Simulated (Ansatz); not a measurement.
# AlCl₂HSe: small, medium and large basis sets

Aim: see how fast density functionals converge with the basis set for AlCl₂HSe.

The runs use Ansatz 0.2.0, Gaussian basis; one geometry, several basis sets.

Plan: PBE0-D4/def2-SVP; ωB97M-V/def2-SVP; PBE0-D4/def2-QZVPP; ωB97M-V/def2-QZVPP; the functionals' def2-TZVPP values are taken from earlier runs.

## (1) The geometry

An earlier PBE0-D4 in a triple-zeta def2 set relaxation fixed the geometry.

SMILES `[Cl][Al]([Cl])[SeH]`, 5 atoms, charge 0, spin multiplicity 1.

Atoms are counted from 1 here; the program's logs count them from 0.

Bond lengths: Cl1–Al2 2.080 Å, Al2–Cl3 2.078 Å, Al2–Se4 2.290 Å, Se4–H5 1.470 Å. Angles: Cl1–Al2–Cl3 119.7°, Cl1–Al2–Se4 121.6°, Cl3–Al2–Se4 118.7°, Al2–Se4–H5 90.4°.

## (2) PBE0-D4 in def2-SVP

in.yaml reads:

```yaml
crystal:
  periodic: [false, false, false]
  atoms:
    - {symbol: Cl, position_ang: [-1.129102, -1.388582, 1.240079]}
    - {symbol: Al, position_ang: [0.378774, -0.407396, 0.195226]}
    - {symbol: Cl, position_ang: [2.327249, -1.125361, 0.281040]}
    - {symbol: Se, position_ang: [-0.051812, 1.460302, -1.058797]}
    - {symbol: H, position_ang: [-1.475208, 1.387438, -0.698949]}
basis:
  gaussian: {orbitals: def2-SVP}
hamiltonian: {xc: pbe0, dispersion: d4}
output: {orbitals: {seedname: orbitals}}
```

Further steps of the session: ωB97M-V in def2-SVP; PBE0-D4 in def2-QZVPP; ωB97M-V in def2-QZVPP.

**Question.** What will the summary of the whole plan be? Wanted: PBE0-D4: double and triple zeta above quadruple; ωB97M-V: double and triple zeta above quadruple.

As calculated:

```
                                       quantity           value
PBE0-D4: double and triple zeta above quadruple  21.29, 2.31 eV
ωB97M-V: double and triple zeta above quadruple  21.04, 2.22 eV
```

In words: PBE0-D4 gains 18.98 eV from double to triple zeta, then 2.31 eV more. These are total energies; as a rule much of such shifts cancels in differences, which this series doesn't test. The LUMO of ωB97M-V is positive and keeps falling with the basis (0.84 to 0.32 eV): an unbound level that the basis holds in place.
